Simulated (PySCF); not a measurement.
# C₃H₁₀OSi: a tour of settings, part 2 of 2

PySCF 2.14.0. Atoms count from 0. Earlier steps stand in the parts before.

### 6 Spin-spin couplings: PW91/cc-pVDZ in tetrahydrofuran

What the job is given:

```
{"job": {"kind": "j", "xc": "PW91", "basis": "cc-pVDZ", "solvent": "tetrahydrofuran", "scf": {"conv": 1e-08}}, "charge": 0, "multiplicity": 1}
C     -2.394308    -0.071972     0.577373
C     -1.146677     0.584625     0.000993
C      0.102425    -0.253418     0.257688
O      1.219977     0.386952    -0.283874
Si     2.772073    -0.067171    -0.289071
H     -2.297454    -0.201361     1.653124
H     -2.553454    -1.050193     0.129062
H     -3.269705     0.542362     0.382766
H     -0.999793     1.569855     0.447155
H     -1.257052     0.721752    -1.076375
H      0.245434    -0.393794     1.337156
H     -0.011691    -1.246695    -0.196298
H      3.292760    -0.215568     1.074934
H      2.953614    -1.355519    -0.967874
H      3.339436     1.058134    -1.011119
```

Level: PW91/cc-pVDZ indirect spin-spin coupling, non-relativistic, IEF-PCM tetrahydrofuran.

The program printed:

```text
final grid: 110480 points
cycle   1  E = -484.8126460415  dE =  3.387e-01  |g| = 8.135e-01  |ddm| = 7.082e+00
cycle   2  E = -484.2874460061  dE =  5.252e-01  |g| = 1.768e+00  |ddm| = 3.820e+00
cycle   3  E = -484.9444821278  dE = -6.570e-01  |g| = 2.089e-01  |ddm| = 2.676e+00
cycle   4  E = -484.9530583183  dE = -8.576e-03  |g| = 9.138e-02  |ddm| = 4.604e-01
cycle   5  E = -484.9551229695  dE = -2.065e-03  |g| = 1.104e-02  |ddm| = 1.641e-01
cycle   6  E = -484.9551549948  dE = -3.203e-05  |g| = 3.264e-03  |ddm| = 2.920e-02
cycle   7  E = -484.9551573796  dE = -2.385e-06  |g| = 9.145e-04  |ddm| = 6.810e-03
cycle   8  E = -484.9551575865  dE = -2.069e-07  |g| = 1.683e-04  |ddm| = 1.781e-03
cycle   9  E = -484.9551575944  dE = -7.895e-09  |g| = 3.157e-05  |ddm| = 5.533e-04
converged SCF energy = -484.9551575944

Indirect spin-spin couplings (Hz)
  i      j    bonds     total        FC       PSO       DSO        SD
  0 C    1 C    1     46.105    46.129    -0.203     0.179         -
  0 C    2 C    2      1.745     1.812    -0.090     0.023         -
  0 C    3 O    3     -4.754    -4.901     0.117     0.029         -
  0 C    4 Si   4     -0.517    -0.472    -0.066     0.042    -0.022
  0 C    5 H    1    127.404   125.831     0.918     0.655         -
  0 C    6 H    1    127.385   125.812     0.918     0.655         -
  0 C    7 H    1    129.293   127.736     0.933     0.624         -
  0 C    8 H    2     -1.893    -1.883     0.198    -0.208         -
  0 C    9 H    2     -1.879    -1.869     0.198    -0.208         -
  0 C   10 H    3      1.025     0.968     0.025     0.032         -
  0 C   11 H    3      1.007     0.951     0.026     0.031         -
  1 C    2 C    1     53.446    53.973    -0.766     0.239         -
  1 C    3 O    2     -8.628    -8.827     0.222    -0.023         -
  1 C    4 Si   3     -5.563    -5.450    -0.106     0.059    -0.066
  1 C    5 H    2     -1.957    -1.987     0.204    -0.174         -
  1 C    6 H    2     -1.977    -2.007     0.203    -0.173         -
  1 C    7 H    2     -1.109    -1.122     0.202    -0.190         -
  1 C    8 H    1    135.284   133.749     0.618     0.917         -
  1 C    9 H    1    135.320   133.785     0.619     0.916         -
  1 C   10 H    2      0.023     0.081     0.025    -0.083         -
  1 C   11 H    2      0.030     0.088     0.025    -0.083         -
  1 C   14 H    4     -0.236    -0.156     0.116    -0.195         -
  2 C    3 O    1      9.199    10.305    -0.950    -0.157         -
  2 C    4 Si   2      1.416     1.082     0.333     0.058    -0.057
  2 C    5 H    3      2.214     2.117     0.005     0.093         -
  2 C    6 H    3      2.219     2.121     0.005     0.093         -
  2 C    7 H    3     11.311    11.386     0.305    -0.380         -
  2 C    8 H    2     -2.901    -2.835    -0.036    -0.029         -
  2 C    9 H    2     -2.888    -2.822    -0.036    -0.030         -
  2 C   10 H    1    138.791   137.819    -0.119     1.090         -
  2 C   11 H    1    138.856   137.886    -0.119     1.090         -
  2 C   12 H    3      0.196     0.274     0.041    -0.119         -
  2 C   13 H    3      0.209     0.286     0.041    -0.118         -
  2 C   14 H    3      5.117     5.447     0.172    -0.503         -
  3 O    4 Si   1    -17.636   -12.644    -5.237     0.052     0.193
  3 O    5 H    4      0.397     0.346    -0.050     0.101         -
  3 O    6 H    4      0.398     0.347    -0.050     0.101         -
  3 O    7 H    4     -1.274    -1.321    -0.089     0.136         -
  3 O    8 H    3     -1.164    -1.049    -0.027    -0.087         -
  3 O    9 H    3     -1.138    -1.025    -0.028    -0.086         -
  3 O   10 H    2     -2.252    -1.710    -0.587     0.045         -
  3 O   11 H    2     -2.242    -1.699    -0.590     0.046         -
  3 O   12 H    2     -2.066    -2.228    -0.028     0.190         -
  3 O   13 H    2     -2.047    -2.209    -0.028     0.191         -
  3 O   14 H    2    -13.333   -13.323    -0.054     0.043         -
  4 Si   7 H    5     -0.606    -0.612    -0.153     0.180    -0.021
  4 Si   8 H    4      0.414     0.459    -0.187     0.189    -0.048
  4 Si   9 H    4      0.417     0.462    -0.187     0.190    -0.048
  4 Si  10 H    3     -0.905    -0.997     0.005     0.105    -0.017
  4 Si  11 H    3     -0.901    -0.994     0.004     0.106    -0.017
  4 Si  12 H    1   -177.865  -178.280     1.079    -0.258    -0.407
  4 Si  13 H    1   -177.967  -178.381     1.079    -0.258    -0.407
  4 Si  14 H    1   -202.249  -202.706     1.208    -0.264    -0.486
  5 H    6 H    2     -9.625    -9.134     2.113    -2.605         -
  5 H    7 H    2    -10.233    -9.697     2.172    -2.708         -
  5 H    8 H    3      1.920     1.987     0.440    -0.507         -
  5 H    9 H    3      9.380    10.284     1.946    -2.850         -
  5 H   10 H    4      0.338    -0.165    -0.893     1.396         -
  5 H   11 H    4     -0.191    -0.143     0.394    -0.443         -
  5 H   13 H    6     -0.211     0.002     0.344    -0.557         -
  5 H   14 H    6     -0.331     0.012     0.426    -0.769         -
  6 H    7 H    2    -10.230    -9.692     2.174    -2.712         -
  6 H    8 H    3      9.378    10.281     1.946    -2.850         -
  6 H    9 H    3      1.921     1.987     0.440    -0.507         -
  6 H   10 H    4     -0.189    -0.141     0.392    -0.439         -
  6 H   11 H    4      0.342    -0.160    -0.892     1.395         -
  6 H   12 H    6     -0.211     0.002     0.344    -0.557         -
  6 H   14 H    6     -0.331     0.012     0.426    -0.769         -
  7 H    8 H    3      2.019     2.102     0.424    -0.508         -
  7 H    9 H    3      2.018     2.101     0.424    -0.507         -
  7 H   10 H    4     -0.725    -0.349     1.078    -1.455         -
  7 H   11 H    4     -0.725    -0.348     1.078    -1.455         -
  7 H   12 H    6     -0.269    -0.018     0.477    -0.728         -
  7 H   13 H    6     -0.270    -0.018     0.477    -0.729         -
  7 H   14 H    6     -0.171     0.091     0.438    -0.700         -
  8 H    9 H    2     -9.533    -9.226     1.712    -2.019         -
  8 H   10 H    3      2.641     2.563     0.309    -0.232         -
  8 H   11 H    3      7.429     8.320     1.853    -2.744         -
  8 H   12 H    5     -0.250    -0.007     0.275    -0.519         -
  8 H   13 H    5     -0.476     0.067     0.620    -1.163         -
  8 H   14 H    5     -0.208    -0.008     0.216    -0.416         -
  9 H   10 H    3      7.456     8.347     1.852    -2.744         -
  9 H   11 H    3      2.655     2.577     0.309    -0.231         -
  9 H   12 H    5     -0.476     0.066     0.620    -1.162         -
  9 H   13 H    5     -0.251    -0.006     0.277    -0.522         -
  9 H   14 H    5     -0.208    -0.008     0.217    -0.417         -
 10 H   11 H    2     -7.178    -6.948     1.465    -1.695         -
 10 H   12 H    4      1.099     0.761    -0.451     0.789         -
 10 H   14 H    4     -1.472    -0.462     0.721    -1.731         -
 11 H   13 H    4      1.092     0.754    -0.448     0.785         -
 11 H   14 H    4     -1.469    -0.462     0.721    -1.728         -
 12 H   13 H    2      7.541     8.981     0.429    -1.868         -
 12 H   14 H    2      5.300     7.232     0.503    -2.435         -
 13 H   14 H    2      5.319     7.251     0.503    -2.436         -
```

Run time: 8.7 s. Hardware: 1 thread of Arm Neoverse V2, shared host; peak memory 0.66 GiB.

The basis is not made for couplings: without tight functions at the nuclei these values are rough.

A choice of the couplings up to four bonds, sorted by the number of bonds, with means over like pairs; isotopes 13C, 1H, 17O, 29Si:

| pair | bonds | J (Hz) | Fermi contact (Hz) | dihedral (°) |
| --- | --- | --- | --- | --- |
| Si4–H12 | 1 | -186.0 | -186.5 | – |
| C2–H10 | 1 | 138.8 | 137.9 | – |
| C1–H8 | 1 | 135.3 | 133.8 | – |
| C0–H5 | 1 | 128.0 | 126.5 | – |
| C1–C2 | 1 | 53.4 | 54.0 | – |
| C0–C1 | 1 | 46.1 | 46.1 | – |
| O3–Si4 | 1 | -17.6 | -12.6 | – |
| C2–O3 | 1 | 9.2 | 10.3 | – |
| H5–H6 | 2 | -10.0 | -9.5 | – |
| H8–H9 | 2 | -9.5 | -9.2 | – |
| C1–O3 | 2 | -8.6 | -8.8 | – |
| H10–H11 | 2 | -7.2 | -6.9 | – |
| H12–H13 | 2 | 6.1 | 7.8 | – |
| O3–H12 | 2 | -5.8 | -5.9 | – |
| C2–H8 | 2 | -2.9 | -2.8 | – |
| O3–H10 | 2 | -2.2 | -1.7 | – |
| C0–H8 | 2 | -1.9 | -1.9 | – |
| H8–H11 | 3 | 7.4 | 8.3 | -179 |
| C1–Si4 | 3 | -5.6 | -5.5 | 180 |
| C2–H5 | 3 | 5.2 | 5.2 | – |
| C0–O3 | 3 | -4.8 | -4.9 | -180 |
| H5–H8 | 3 | 4.4 | 4.8 | – |
| H8–H10 | 3 | 2.6 | 2.6 | 62 |
| C2–H12 | 3 | 1.8 | 2.0 | – |
| O3–H8 | 3 | -1.2 | -1.0 | -58 |
| C0–H10 | 3 | 1.0 | 1.0 | -59 |

Where two rows join the same classes of atoms, they are the two kinds of pair (J and J′ of an AA′XX′ pattern), each a mean over its own pairs alone.

The spin-dipole term was solved for some atoms only; pairs without it lack that part.

The response was solved for the nuclei of C, H, Si alone, so couplings that need other nuclei can be missing.

Quadrupole couplings from the field gradients of the same density:

| atom | isotope | eQq/h (MHz) | η |
| --- | --- | --- | --- |
| O3 | 17O | -9.158 | 0.40 |

Joined with the shifts from before (PBE0/pcSseg-1, scaled to CDCl3 for protons on carbon, raw for the others), the couplings predict the line list below for 400 MHz.

1H NMR δ 4.90 (s, 3H), 3.54 (t, J = 4.2 Hz, 2H), 1.77 (sext, J = 4.4 Hz, 2H), 0.96 (t, J = 4.4 Hz, 3H). The letters are first-order; like nuclei with unlike couplings give more lines.

### 7 Side by side: NMR shifts

Shifts (ppm) of some atoms, chosen among heavy atoms and hydrogens apart, means over like atoms, with basis size and wall time:

| run | C2 | C1 | C0 | H12 | H8 | O3 | Si4 | functions | time |
| --- | --- | --- | --- | --- | --- | --- | --- | --- | --- |
| PBE0/pcSseg-1 | 71.4 | 30.6 | 11.2 | 4.90 | 1.76 | 19.0 | -39.0 | 142 | 14 s |
| PBE/pcSseg-1 | 74.9 | 32.4 | 11.2 | 5.13 | 1.78 | 32.6 | -43.6 | 142 | 14 s |
| BHandHLYP/6-31G | 65.9 | 28.8 | 11.6 | 4.87 | 2.20 | -19.2 | -14.4 | 69 | 4.8 s |

### 8 Summary of results

What follows sums up all 2 parts.

| quantity | value |
| --- | --- |
| 13C shifts against TMS (PBE0/pcSseg-1) | 71.4, 30.6, 11.2 ppm |
| 1H shifts against TMS (PBE0/pcSseg-1, means over atoms taken as alike) | 4.90, 3.65, 1.76, 0.90 ppm |
| 17O shifts against H2O (PBE0/pcSseg-1) | 19.0 ppm |
| 29Si shifts against TMS (PBE0/pcSseg-1) | -39.0 ppm |
| surface potential, 1st and 99th percentile | -1.22 V and 1.19 V |
| lowest singlet (PBE0/def2-SVPD) | 6.86 eV (181 nm), f = 0.001 |
| brightest single state of those computed | state 3, 7.76 eV, f = 0.032 |
| lowest triplet | 6.55 eV |
| largest coupling of the table (PW91/cc-pVDZ) | 1J(Si,H) Si4–H12, -186.0 Hz |
| range of the shift of O3 | -19.2 to 32.6 ppm |

**Reading.** Single values in the summary come from the first run of each kind that ended normally (PBE0/pcSseg-1; PBE0/def2-SVPD; PW91/cc-pVDZ), which need not be the best level. C2 (sp3 CH2 bonded to O) lies farthest downfield among carbon, at 71.4 ppm; pulled downfield by the heteroatom. At PBE0/pcSseg-1: Shielding is most anisotropic at Si4 (span 132 ppm, paramagnetic term -492 ppm). The first singlet state (HOMO→LUMO 0.98) lies at 6.86 eV and is weak; of the 6 states computed, the strongest absorption comes from state 3 at 7.76 eV. The lowest triplet lies 0.31 eV below the lowest singlet (triplets in Tamm-Dancoff, singlets in full TDDFT). Of the pairs tabulated at PW91/cc-pVDZ, Si4–H12 (mean over like pairs) couples most strongly (-186.0 Hz; Fermi contact -186.5 Hz). Couplings across rotatable bonds belong to this one conformer; where others are populated, the observed values are averages, and the simulated multiplets take (2 J gauche + J anti)/3 across rotating chain bonds. In ppm, O3 moves most: its shift spreads over 51.8 ppm, from -19.2 (BHandHLYP/6-31G) to 32.6 (PBE/pcSseg-1). Couplings from bases without tight functions are rough.
